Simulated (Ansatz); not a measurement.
# Al: the cost of one run

Program: Ansatz 0.2.0. Level of theory: DFT PBE, scalar-relativistic, plane waves, PAW. These are calculated values, not measurements.

**1. The structure to begin with**

Symmetry: Fm-3m, No. 225, cubic system. Conventional cell: a = 4.050 Å, b = 4.050 Å, c = 4.050 Å, α = 90.00°, β = 90.00°, γ = 90.00°. Al (site symmetry m-3m) has 12 Al at 2.86 Å in its first shell of neighbours.

Structure file:

```xyz
1
Lattice="0.0000 2.0250 2.0250 2.0250 0.0000 2.0250 2.0250 2.0250 0.0000" Properties=species:S:1:pos:R:3 pbc="T T T"
Al    0.0000    0.0000    0.0000
```

**2. Relaxing cell and atoms: Al, no spin**

input.yaml

```yaml
crystal:
  lattice:
    - [0.0, 2.025, 2.025]
    - [2.025, 0.0, 2.025]
    - [2.025, 2.025, 0.0]
  atoms:
    - { symbol: Al, position: [0.0, 0.0, 0.0] }
scf:
  occupations: { method: gaussian, width: 0.1 }
output:
  forces: true
  stress: true
  eigenvalues: true
hamiltonian:
  xc: pbe
kpoints:
  mp_grid: { grid: [24, 24, 24] }
relax:
  f_tol: 0.005
  max_steps: 40
  cell: { stress_tol: 0.02 }
```

The run is started by

```bash
ansatz run input.yaml --threads 4 --pin off --max-ram 12288MiB --backend cpu --events-out ev --progress --plain --runs-dir out
```

Q: Estimate wall time and peak memory on 4 threads of Intel Xeon Platinum 8259CL at 2.50GHz (Skylake/Cascade Lake), shared host.

About 4.9 s, with a peak of 0.41 GiB.
